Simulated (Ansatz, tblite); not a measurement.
**The cluster Zn8H26S8: a ladder of methods and basis sets**

An exercise on one series of results from a longer session: the logs are not shown, and one member is left open.

Program: Ansatz 0.2.0, Gaussian basis. Level of theory: as each input shows. These are calculated values, not measurements.

The runs, in order: GFN1-xTB, GFN2-xTB, PBE-D4/def2-SVP, r2SCAN-D4/def2-SVP, r2SCAN0-D4/def2-SVP, LDA/def2-SVP, B97M-V/def2-SVP, PBE+5HF/def2-SVP, PBE+10HF/def2-SVP, PBE+15HF/def2-SVP, PBE+35HF/def2-SVP, PBE+50HF/def2-SVP, PBE0-D4/def2-TZVP, PBE-D4/def2-TZVP, HF/STO-3G, MP2/def2-SVP, RPA/def2-SVP.

## The relaxed structure

The singlet was relaxed beforehand with PBE-D4/def2-SVP, loosely relaxed.

42 atoms, charge 0, spin multiplicity 1.

Bond lengths: S1–Zn2 2.399 Å, S1–Zn5 2.415 Å, S1–H17 1.364 Å, Zn2–S3 2.433 Å, Zn2–H20 1.559 Å, S3–H21 1.366 Å, S3–H22 1.507 Å, S4–Zn9 2.431 Å, S4–H18 1.387 Å, S4–H24 1.425 Å, Zn5–S6 2.404 Å, Zn5–Zn9 2.812 Å, Zn5–H25 1.628 Å, Zn5–H31 1.703 Å, S6–Zn11 2.489 Å, S6–H26 1.372 Å, Zn7–S12 2.489 Å, Zn7–Zn13 2.778 Å and more. Angles: Zn2–S1–Zn5 100.6°, Zn2–S1–H17 98.3°, Zn5–S1–H17 105.0°, S1–Zn2–S3 105.8°, S1–Zn2–H20 126.8°, S3–Zn2–H20 124.7°, Zn2–S3–H21 93.8°, Zn2–S3–H22 93.8°, H21–S3–H22 93.4°, Zn9–S4–H18 94.5°, Zn9–S4–H24 96.5°, H18–S4–H24 92.8°, S1–Zn5–S6 90.0°, S1–Zn5–Zn9 100.1°, S1–Zn5–H25 112.6°, S1–Zn5–H31 110.5°, S6–Zn5–Zn9 90.1°, S6–Zn5–H25 106.2° and more.

PBE0-D4/def2-SVP was run before; its log isn't repeated, and its numbers join the tables.

Set-up of the first run:

Tight binding, by tblite at 300 K electronic temperature and without a spin-polarisation term:

```python
tblite.interface.Calculator('GFN1-xTB', numbers, positions, charge=0, uhf=0).singlepoint()
```

Tight binding, by tblite at 300 K electronic temperature and without a spin-polarisation term:

```python
tblite.interface.Calculator('GFN2-xTB', numbers, positions, charge=0, uhf=0).singlepoint()
```

start.molden holds the orbitals of an earlier run on this state, given as this run's starting guess.

Contents of in.yaml:

```yaml
crystal:
  periodic: [false, false, false]
  atoms:
    - {symbol: S, position_ang: [-2.444938, -2.911535, -0.668990]}
    - {symbol: Zn, position_ang: [-4.600367, -2.241921, 0.145395]}
    - {symbol: S, position_ang: [-4.259552, -1.602828, 2.467575]}
    - {symbol: S, position_ang: [0.772959, -2.344808, -2.216188]}
    - {symbol: Zn, position_ang: [-1.092132, -2.548267, 1.298197]}
    - {symbol: S, position_ang: [-1.391876, -0.174045, 1.067813]}
    - {symbol: Zn, position_ang: [-2.151549, 2.441731, 0.993742]}
    - {symbol: S, position_ang: [0.206298, 1.097252, -2.131420]}
    - {symbol: Zn, position_ang: [1.451775, -2.347003, 0.117976]}
    - {symbol: S, position_ang: [2.107076, -0.147579, 0.767891]}
    - {symbol: Zn, position_ang: [0.401186, 0.936685, 2.388901]}
    - {symbol: S, position_ang: [0.285280, 2.948251, 1.042143]}
    - {symbol: Zn, position_ang: [-1.220564, 2.975255, -1.568203]}
    - {symbol: Zn, position_ang: [4.011139, -1.638247, 0.219929]}
    - {symbol: S, position_ang: [4.169876, 1.948195, -0.742636]}
    - {symbol: Zn, position_ang: [2.387800, 4.253561, -0.377081]}
    - {symbol: H, position_ang: [-2.658931, -4.257978, -0.707627]}
    - {symbol: H, position_ang: [-0.568769, -2.563136, -1.938572]}
    - {symbol: H, position_ang: [-4.556717, -0.188245, -0.677850]}
    - {symbol: H, position_ang: [-5.984142, -2.580552, -0.486634]}
    - {symbol: H, position_ang: [-4.988010, -2.649043, 2.957622]}
    - {symbol: H, position_ang: [-2.951270, -2.342486, 2.582408]}
    - {symbol: H, position_ang: [3.699983, -1.403637, -2.132222]}
    - {symbol: H, position_ang: [0.592144, -0.936420, -2.331320]}
    - {symbol: H, position_ang: [-1.857603, -2.972896, 2.670440]}
    - {symbol: H, position_ang: [-0.789032, 0.037774, -0.146097]}
    - {symbol: H, position_ang: [-3.059449, 2.772358, 2.215939]}
    - {symbol: H, position_ang: [1.304817, 1.909067, -2.334546]}
    - {symbol: H, position_ang: [-3.874919, -0.100215, -0.310403]}
    - {symbol: H, position_ang: [3.036805, -3.037567, 0.004484]}
    - {symbol: H, position_ang: [0.453188, -3.235109, 1.093036]}
    - {symbol: H, position_ang: [1.569393, 0.356910, -0.419294]}
    - {symbol: H, position_ang: [0.652560, 0.643220, 3.897503]}
    - {symbol: H, position_ang: [0.493215, 2.159786, -0.077865]}
    - {symbol: H, position_ang: [-2.437988, 2.203090, -0.654257]}
    - {symbol: H, position_ang: [-1.174246, 4.377522, -2.237783]}
    - {symbol: H, position_ang: [3.886271, -0.673972, -1.936661]}
    - {symbol: H, position_ang: [5.511057, -1.335682, 0.458087]}
    - {symbol: H, position_ang: [5.034936, 2.751808, -1.429991]}
    - {symbol: H, position_ang: [5.126500, 1.588535, 0.164350]}
    - {symbol: H, position_ang: [3.034432, 5.138466, 0.742088]}
    - {symbol: H, position_ang: [1.873335, 3.693709, -1.769866]}
basis:
  gaussian: {orbitals: def2-SVP, fitting: {mean_field: def2-universal-jkfit}, initial_orbitals: start.molden}
hamiltonian: {xc: pbe, dispersion: d4}
scf: {omitted_lower_state_checks: [starts]}
output: {forces: true, orbitals: {seedname: orbitals}}
```

Launch:

```
ansatz run in.yaml --threads 2 --pin off --events-out ev --progress --plain --max-ram 32768MiB --backend cuda --devices 0, --max-vram 18GiB
```

Steps of the session up to this table: PBE-D4/def2-SVP; r2SCAN-D4/def2-SVP; r2SCAN0-D4/def2-SVP; LDA/def2-SVP; B97M-V/def2-SVP; PBE+5HF/def2-SVP; PBE+10HF/def2-SVP; PBE+15HF/def2-SVP; PBE+35HF/def2-SVP; PBE+50HF/def2-SVP; PBE0-D4/def2-TZVP; PBE-D4/def2-TZVP; HF/STO-3G; MP2/def2-SVP; RPA/def2-SVP.

One of the session's tables, all rows but one given; the rest of the session is left out.

It belongs to the step «Binding energy». 

| level | binding an atom (eV) |
| --- | --- |
| HF/STO-3G | 1.884 |
| HF/def2-SVP | 1.563 |
| LDA/def2-SVP | 2.682 |
| PBE-D4/def2-SVP | 2.326 |
| PBE-D4/def2-TZVP | ? |
| r2SCAN-D4/def2-SVP | 2.385 |
| B97M-V/def2-SVP | 2.366 |
| PBE0-D4/def2-SVP | 2.302 |
| PBE0-D4/def2-TZVP | 2.253 |
| r2SCAN0-D4/def2-SVP | 2.341 |
| MP2/def2-SVP | 2.097 |

**Question.** Estimate the row for PBE-D4/def2-TZVP.

**Answer.** binding an atom (eV): 2.263. In the column «binding an atom (eV)» it lies between PBE0-D4/def2-TZVP (2.253) and PBE0-D4/def2-SVP (2.302).

To keep in mind: Free atoms were run apart at each level; binding is atoms less cluster, divided by the number of atoms, without zero-point or spin-orbit terms.
